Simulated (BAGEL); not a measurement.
# Si5H10 (SMILES [SiH2]1[SiH2][SiH2][SiH2][SiH2]1), step by step

Aim: the energy (HF/def2-SVP), then the energy (NEVPT2(2,2)/def2-SVP) of Si5H10. 

The calculation is run with BAGEL 1.2.2.

## 1. The structure to begin with

Si5H10: 15 atoms, total charge 0, spin state singlet. As SMILES, `[SiH2]1[SiH2][SiH2][SiH2][SiH2]1`. The Si1–H6 distance was set to 2.385 Å, away from the relaxed value. At this shape a bond of the SMILES string is far longer than usual.

Bond lengths: Si1–Si2 2.341 Å, Si2–Si3 2.341 Å, Si3–Si4 2.346 Å, Si1–Si5 2.350 Å, Si4–Si5 2.358 Å, Si1–H7 1.489 Å, Si2–H8 1.488 Å, Si2–H9 1.491 Å, Si3–H10 1.489 Å, Si3–H11 1.491 Å, Si4–H12 1.490 Å, Si4–H13 1.489 Å, Si5–H14 1.489 Å, Si5–H15 1.490 Å. Some angles: Si1–Si2–Si3 100.9°, Si2–Si1–Si5 103.6°, Si2–Si3–Si4 102.6°, Si3–Si4–Si5 105.3°, Si1–Si5–Si4 105.6°, Si1–Si2–H8 114.0°, Si1–Si2–H9 109.3°, Si3–Si2–H8 114.3°, Si3–Si2–H9 109.1°, Si2–Si1–H7 114.3°. A long bond or contact: Si1–H6 2.385 Å.

## 2. A single-point energy at HF/def2-SVP (density fitting with svp-jkfit) (run 1)

Input file calc.json:

```json
{ "bagel" : [

{
  "title" : "molecule",
  "basis" : "svp",
  "df_basis" : "svp-jkfit",
  "angstrom" : true,
  "geometry" : [
    { "atom" : "Si", "xyz" : [      -1.618009,       0.741656,       0.687883 ] },
    { "atom" : "Si", "xyz" : [      -0.593039,      -0.968034,       1.915423 ] },
    { "atom" : "Si", "xyz" : [       1.151361,      -1.564764,       0.473473 ] },
    { "atom" : "Si", "xyz" : [       0.072711,      -1.695124,      -1.605687 ] },
    { "atom" : "Si", "xyz" : [      -1.666159,      -0.106364,      -1.502987 ] },
    { "atom" : "H", "xyz" : [      -0.194180,       2.654660,       0.740620 ] },
    { "atom" : "H", "xyz" : [      -2.962509,       1.135586,       1.190783 ] },
    { "atom" : "H", "xyz" : [      -0.148699,      -0.555454,       3.274703 ] },
    { "atom" : "H", "xyz" : [      -1.534859,      -2.116514,       2.043793 ] },
    { "atom" : "H", "xyz" : [       1.861141,      -2.817904,       0.849623 ] },
    { "atom" : "H", "xyz" : [       2.137491,      -0.447104,       0.441903 ] },
    { "atom" : "H", "xyz" : [      -0.519499,      -3.052994,      -1.765857 ] },
    { "atom" : "H", "xyz" : [       0.996071,      -1.447134,      -2.746907 ] },
    { "atom" : "H", "xyz" : [      -1.486319,       0.973296,      -2.512427 ] },
    { "atom" : "H", "xyz" : [      -2.970789,      -0.777334,      -1.761207 ] }
  ]
},

{
  "title" : "hf"
},

{
  "title" : "print",
  "file" : "orbitals.molden",
  "orbitals" : true
}

]}
```

Command:

```console
$ BAGEL_NUM_THREADS=1 BAGEL calc.json > calc.out
```

Output:

```text
* using 1 threads per process

  ===============================================================
  ===============================================================

  *** Geometry ***

  { "atom" : "Si", "xyz" : [     -3.057594,      1.401527,      1.299910 ] },
  { "atom" : "Si", "xyz" : [     -1.120681,     -1.829319,      3.619625 ] },
  { "atom" : "Si", "xyz" : [      2.175757,     -2.956975,      0.894734 ] },
  { "atom" : "Si", "xyz" : [      0.137404,     -3.203320,     -3.034309 ] },
  { "atom" : "Si", "xyz" : [     -3.148584,     -0.200999,     -2.840234 ] },
  { "atom" : "H", "xyz" : [     -0.366947,      5.016580,      1.399569 ] },
  { "atom" : "H", "xyz" : [     -5.598331,      2.145947,      2.250254 ] },
  { "atom" : "H", "xyz" : [     -0.281000,     -1.049656,      6.188292 ] },
  { "atom" : "H", "xyz" : [     -2.900463,     -3.999632,      3.862209 ] },
  { "atom" : "H", "xyz" : [      3.517047,     -5.325067,      1.605555 ] },
  { "atom" : "H", "xyz" : [      4.039273,     -0.844904,      0.835076 ] },
  { "atom" : "H", "xyz" : [     -0.981711,     -5.769323,     -3.336986 ] },
  { "atom" : "H", "xyz" : [      1.882301,     -2.734687,     -5.190902 ] },
  { "atom" : "H", "xyz" : [     -2.808736,      1.839263,     -4.747799 ] },
  { "atom" : "H", "xyz" : [     -5.613978,     -1.468948,     -3.328199 ] },

  Number of auxiliary basis functions:      820

  Since a DF basis is specified, we compute 2- and 3-index integrals:
    o Being stored without compression. Storage requirement is 0.129 GB

  Number of basis functions:      140
  Number of electrons      :       80

    * METHOD: MOLECULE                             0.97

  *** RHF ***

  === Nuclear Repulsion ===
   492.6619216260

      * DIIS with orbital gradients will be used.

  === RHF iteration (svp) ===
      0      -1449.81491836          0.00643613           0.50
      1      -1449.91164179          0.00238954           0.51
      2      -1449.92321751          0.00096270           0.51
      3      -1449.92519940          0.00008834           0.52
      4      -1449.92522859          0.00001948           0.51
      5      -1449.92523019          0.00000377           0.51
      6      -1449.92523025          0.00000111           0.52
      7      -1449.92523026          0.00000028           0.50
      8      -1449.92523026          0.00000008           0.49
      9      -1449.92523026          0.00000003           0.49
     10      -1449.92523026          0.00000001           0.49
    * SCF iteration converged.

    * Permanent dipole moment:
           (    0.263956,     0.663002,     0.041100) a.u.

    * METHOD: HF                                   6.32

    * METHOD: PRINT                                0.05

  ===============================================================
```

It took 7.8 s on 1 thread of Arm Neoverse V1, shared host; peak memory 0.41 GiB.

## 3. A single-point energy at NEVPT2(2,2)/def2-SVP (density fitting with svp-jkfit) (run 2)

Input file job.json:

```json
{ "bagel": [

{
  "title": "molecule",
  "basis": "svp",
  "df_basis": "svp-jkfit",
  "angstrom": true,
  "geometry": [
    { "atom": "Si", "xyz": [   -1.618009,    0.741656,    0.687883 ] },
    { "atom": "Si", "xyz": [   -0.593039,   -0.968034,    1.915423 ] },
    { "atom": "Si", "xyz": [    1.151361,   -1.564764,    0.473473 ] },
    { "atom": "Si", "xyz": [    0.072711,   -1.695124,   -1.605687 ] },
    { "atom": "Si", "xyz": [   -1.666159,   -0.106364,   -1.502987 ] },
    { "atom": "H", "xyz": [   -0.194180,    2.654660,    0.740620 ] },
    { "atom": "H", "xyz": [   -2.962509,    1.135586,    1.190783 ] },
    { "atom": "H", "xyz": [   -0.148699,   -0.555454,    3.274703 ] },
    { "atom": "H", "xyz": [   -1.534859,   -2.116514,    2.043793 ] },
    { "atom": "H", "xyz": [    1.861141,   -2.817904,    0.849623 ] },
    { "atom": "H", "xyz": [    2.137491,   -0.447104,    0.441903 ] },
    { "atom": "H", "xyz": [   -0.519499,   -3.052994,   -1.765857 ] },
    { "atom": "H", "xyz": [    0.996071,   -1.447134,   -2.746907 ] },
    { "atom": "H", "xyz": [   -1.486319,    0.973296,   -2.512427 ] },
    { "atom": "H", "xyz": [   -2.970789,   -0.777334,   -1.761207 ] }
  ]
},
{ "title": "hf" },
{ "title": "casscf", "nstate": 1, "nact": 2, "nclosed": 39, "active": [40, 41], "maxiter": 200, "natocc": true },
{ "title": "nevpt2", "nstate": 1, "nact": 2, "nclosed": 39, "active": [40, 41], "maxiter": 200, "natocc": true, "ncore": 25 },
{ "title": "print", "file": "orbitals.molden", "orbitals": true }

]}
```

Command:

```console
$ BAGEL_NUM_THREADS=1 BAGEL job.json > job.out
```

Output:

```text
* using 1 threads per process

  ===============================================================
  ===============================================================

  *** Geometry ***

  { "atom" : "Si", "xyz" : [     -3.057594,      1.401527,      1.299910 ] },
  { "atom" : "Si", "xyz" : [     -1.120681,     -1.829319,      3.619625 ] },
  { "atom" : "Si", "xyz" : [      2.175757,     -2.956975,      0.894734 ] },
[... 11 lines of this table left out ...]
  { "atom" : "H", "xyz" : [     -5.613978,     -1.468948,     -3.328199 ] },

  Number of auxiliary basis functions:      820

  Since a DF basis is specified, we compute 2- and 3-index integrals:
    o Being stored without compression. Storage requirement is 0.129 GB

  Number of basis functions:      140
  Number of electrons      :       80

    * METHOD: MOLECULE                             0.97

  *** RHF ***

[... 11 lines left out ...]
    * SCF iteration converged.
[... 1 line left out ...]
    * Permanent dipole moment:
[... 27 lines left out ...]
    * Second-order optimization converged. *

     guess   0:   closed 1.                   open ..

  === FCI iteration ===

      0  0     -1449.92274384     6.93e-02      0.00
      1  0     -1449.96253180     3.47e-03      0.00
      2  0 *   -1449.96265699     5.55e-16      0.00

     * ci vector, state   0, <S^2> = 0.0000
       2.     0.9608730648
       .2    -0.2769890854

    * METHOD: CASSCF                              29.98

    * freezing 25 orbitals

  === DF-NEVPT2 calculation ===

    * 3-index integral transformation done
    * assembly done

      NEVPT2 correlation energy:   -0.4757956058      0.66

          (+0)     -0.4430132424
          (+0)'    -0.0056072822
          (+1)     -0.0065094616
          (+1)'    -0.0000000000
          (+2)     -0.0002534907
          (-1)     -0.0170801302
          (-1)'     0.0000000000
          (-2)     -0.0033319986

      NEVPT2 total energy:       -1450.4384525960

    * METHOD: NEVPT2                               1.40

    * METHOD: PRINT                                0.05

  ===============================================================
```

Run time: 39 s. Hardware: 1 thread of Arm Neoverse V1, shared host; peak memory 0.41 GiB.

## 4. Outcome

| quantity | value |
| --- | --- |
| run 1, HF/def2-SVP: total energy | -1449.92523 Eh |
| run 1, HF/def2-SVP: dipole moment | 1.82 D |
| run 1, HF/def2-SVP: HOMO energy | -9.62 eV |
| run 1, HF/def2-SVP: LUMO energy | 0.78 eV |
| run 1, HF/def2-SVP: HOMO–LUMO gap | 10.40 eV |
| run 2, NEVPT2(2,2)/def2-SVP: total energy | -1450.43845 Eh |

**Reading.** One bond (run 1, HF/def2-SVP) is far stretched, which a spin-restricted single reference describes badly; a broken-symmetry solution may lie lower.
